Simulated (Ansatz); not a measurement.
CaCo under changes of volume

One of the cells (16.959 Å³/atom); the others are scaled copies at fixed shape and fractional positions:

```xyz
2
Lattice="0.0000 2.5692 2.5692 2.5692 0.0000 2.5692 2.5692 2.5692 0.0000" Properties=species:S:1:pos:R:3 pbc="T T T"
Ca    2.5692    2.5692    2.5692
Co    0.0000    0.0000    0.0000
```

The cell was built by a generator and needn't be a form met in nature.

- Program: Ansatz 0.2.0
- Functional: PBE
- Potentials or basis: all-electron LAPW, scalar-relativistic
- Cutoff: 274 eV (chosen from the basis error)
- Basis error allowed: 0.0005 eV/atom
- k mesh: 9 × 9 × 9
- Occupations: fermi-dirac, width 0.05 eV
- Spin: collinear spin, ferromagnetic start
- Starting moments: [0.0, 2.0] μB

```csv
volume (Å³/atom),energy over the lowest point (meV/atom),pressure (GPa),moment (μB per cell)
15.942,277.27,27.9,0.99
16.281,?,?,?
16.620,168.87,23.5,1.00
16.959,121.18,21.6,1.00
17.298,77.38,19.8,1.00
17.638,37.13,18.2,1.01
17.977,0.00,16.8,1.03
```

**Question.** What does the run at 16.281 Å³/atom give?

**Answer.** Energy over the lowest point 220.77 meV/atom; pressure 25.6 GPa; moment 1.00 μB per cell.

Worked out: A Birch-Murnaghan fit of order 3 (a polynomial in V^(-2/3)) to the other rows has no minimum within the range. It gives 220.72 meV/atom at 16.281 Å³/atom, against the run's 220.77, and -dE/dV = 25.6 GPa, against 25.6. A parabola through the other rows of the moment, of slope 0.00239 μB per Å³/atom there, gives 0.99 μB, against the run's 1.00.

Energies are extrapolated to zero smearing.
